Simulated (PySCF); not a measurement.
# CH₈BrGe₂P: magnetic properties

Programs: PySCF 2.14.0, with routines of our own; each step states its level. All values are computed. Atoms count from 0.

## 1. The system as given

13 atoms, charge 0, multiplicity 1; geometry from: GFN2-xTB.

## 2. Relaxing the molecule at PBE0-D3(BJ)/def2-SVP

Job settings and geometry (Å):

```
{"job": {"xc": "PBE0", "basis": "def2-SVP", "d3": "d3bj", "grid": 1, "kind": "geom"}, "charge": 0, "multiplicity": 1}
P      1.872803    -1.745345    -0.540791
Ge     1.034385     0.376782    -0.836828
C     -0.938869     0.352854    -0.606341
Ge    -1.596781    -0.008978     1.211198
Br    -1.574983     2.164407    -1.002971
H      1.857543    -1.634543     0.843194
H      3.188613    -1.314236    -0.622659
H      1.288539     0.892450    -2.236708
H      1.549635     1.462073     0.086206
H     -1.410799    -0.293900    -1.344768
H     -1.250248    -1.404566     1.637801
H     -3.076355     0.192242     1.251574
H     -0.947872     0.961244     2.143365
```

The run is started by

```
> OMP_NUM_THREADS=1 python excited_run.py task.json out
```

The driver reads the jobs from task.json and runs them one after another.

Q: Estimate the wall time and peak memory of this first job on 1 thread of Intel Xeon Platinum 8259CL at 2.50GHz, shared host.

About 3.1 min, with a peak of 0.79 GiB.
